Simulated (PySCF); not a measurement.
**SbSe: bond curves at several levels of theory**

What are the lowest state that PBE0 finds, the bond length, vibrational wavenumber and bond energy of SbSe, and how much do these hang on the method?

Computed with PySCF 2.14.0. Level: Sb def2-TZVPP with ECP28, Se def2-TZVPP, scalar-relativistic core potentials.

## Step 1: Set-up

A driver script around PySCF takes these settings:

```json
{
  "atoms": "Sb, Se",
  "charge": "0",
  "basis": "Sb def2-TZVPP with ECP28, Se def2-TZVPP",
  "Hamiltonian": "scalar-relativistic core potentials",
  "basis functions": "98",
  "electrons treated": "57",
  "masses in u": "120.9038, 79.9165",
  "levels": "PBE0, PBE, r²SCAN, PW91, MN15, TPSS, r²SCAN0, ωB97M-V, HF, MP2, SCS-MP2, CCSD, CCSD(T)",
  "grid": "80 radial by 434 angular points",
  "occupations": "held fixed by the projection of orbital angular momentum",
  "dissociation limit": "Sb + Se, each in its ground configuration",
  "starting distance in angstrom": "2.480",
  "values of 2S to try": "1, 3, 5"
}
```

On the command line:

```bash
OMP_NUM_THREADS=2 python dia.py task.json out
```

After this run come: First curve: PBE0; Other states along the same grid; PBE (GGA); r²SCAN; PW91; MN15; TPSS (meta-GGA); r²SCAN0; ωB97M-V (range-separated hybrid); UHF; Correlated methods on the Hartree–Fock reference.

**Question.** What will these runs give? Wanted: for each run, Re; ωe; De; μ.

As calculated:

Lowest PBE0 solution found, without spin–orbit coupling: ²Π (doublet), unpaired electrons π ↑. State 2 has its PBE0 minimum 1.24 eV higher. State 3 has its PBE0 minimum 1.57 eV higher, as a spin-mixed determinant (⟨S²⟩ = 1.76), so this is no gap between pure states. The other levels ran on the lowest alone.

| level | Re (Å) | ωe (cm⁻¹) | De (eV) | μ (D) |
| --- | --- | --- | --- | --- |
| PBE | 2.363 | 320 | 3.58 | -1.80 |
| PW91 | 2.362 | 320 | 3.62 | -1.79 |
| TPSS | 2.354 | 325 | 3.44 | -1.84 |
| r²SCAN | 2.340 | 336 | 3.24 | -1.91 |
| PBE0 | 2.330 | 343 | 3.15 | -1.99 |
| ωB97M-V | 2.312 | 358 | 2.98 | -2.16 |

De is counted to Sb + Se in their ground configurations. A positive dipole means Sb(−)Se(+). No constants: UHF (the points don't follow one smooth fit); UHF-MP2 (the points don't follow one smooth fit); UHF-SCS-MP2 (the points don't follow one smooth fit); UHF-CCSD (the points don't follow one smooth fit); UHF-CCSD(T) (the points don't follow one smooth fit); r²SCAN0 (the points don't follow one smooth fit); MN15 (the points don't follow one smooth fit).

What this shows: Bond lengths run from 2.312 Å (ωB97M-V) to 2.363 Å (PBE). Among the levels with a De in the table, it runs from 2.98 eV (ωB97M-V) to 3.62 eV (PW91).

Correlated steps freeze 13 core orbitals. These are scalar-relativistic numbers at best; spin–orbit coupling would shift them, the dissociation energy most. T1 is 0.023 near the minimum (highest on the curve 0.050), which may point to more than one leading configuration. With spin–orbit coupling the term label itself may not hold.
